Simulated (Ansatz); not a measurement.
## C3H6BrF, SMILES FCCCBr: energies of removing a hydrogen, step by step

Computed with Ansatz's Python interface.

Run as a notebook:

```python
import ansatz as az
```

```python
def energy_of(molecule, charge=0, unpaired=0):
    calc = (
        molecule.calculation()
        .basis(gaussian='cc-pVDZ')
        .functional('r2scan')
    )
    if charge:
        calc = calc.charge(charge)
    if unpaired:
        calc = calc.spin('collinear', total=unpaired)
    report = calc.run(threads=1, pin='off').report
    if report['published_state_doubts']:
        print('  doubts:', report['published_state_doubts'])
    return report['free_energy_ev']
```

```python
def without(molecule, index):
    rest = az.Crystal.molecule()
    for i, site in enumerate(molecule.cartesian_sites):
        if i != index:
            rest = rest.atom(site.symbol, site.position_ang)
    return rest
```

```python
molecule = (
    az.Crystal.molecule()
    .atom('F', (-2.3278, 0.4773, -0.4083))
    .atom('C', (-1.1713, 0.4082, 0.3064))
    .atom('C', (-0.0984, -0.1988, -0.5811))
    .atom('C', (1.2105, -0.4394, 0.1449))
    .atom('Br', (2.1307, 1.2335, 0.5183))
    .atom('H', (-0.9212, 1.4221, 0.6286))
    .atom('H', (-1.3616, -0.2101, 1.1885))
    .atom('H', (-0.4746, -1.1562, -0.9617))
    .atom('H', (0.0469, 0.4372, -1.4625))
    .atom('H', (1.0694, -0.9505, 1.1012))
    .atom('H', (1.8973, -1.0232, -0.4743))
)
```

```python
whole = energy_of(molecule, 0)
hydrogen = energy_of(az.Crystal.molecule().atom('H', (0, 0, 0)), 0, 1)
print(f'E(molecule) = {whole:.5f} eV, E(H) = {hydrogen:.5f} eV')
for index in [6, 8, 10]:
    radical = energy_of(without(molecule, index), 0, 1)
    print(f'H{index}: homolysis {23.060548 * (radical + hydrogen - whole):.1f} kcal/mol')
    anion = energy_of(without(molecule, index), -1)
    print(f'H{index}: loss of a proton {23.060548 * (anion - whole):.1f} kcal/mol')
```

    E(molecule) = -75968.04258 eV, E(H) = -13.58415 eV
    H6: homolysis 103.8 kcal/mol
    H6: loss of a proton 429.2 kcal/mol
    H8: homolysis 108.8 kcal/mol
    H8: loss of a proton 414.0 kcal/mol
    H10: homolysis 103.8 kcal/mol
    H10: loss of a proton 408.3 kcal/mol

Notes:
- Total energies depend on the basis set; only differences at equal settings carry meaning.
- The geometry is a force-field or estimated start, not a minimum of this method, and the basis set is short of its limit. All parts are taken at fixed geometry, without zero-point energy.
- The spin-orbit lowering of heavy atoms is left out.
- Anions want diffuse functions, which this basis lacks.
- Run time: 35 s on 1 thread of Intel(R) Xeon(R) 6975P-C (Granite Rapids), with other jobs on the host, peak memory 0.3 GiB.

(Lines on the test bed's own set-up are left out of the output.)
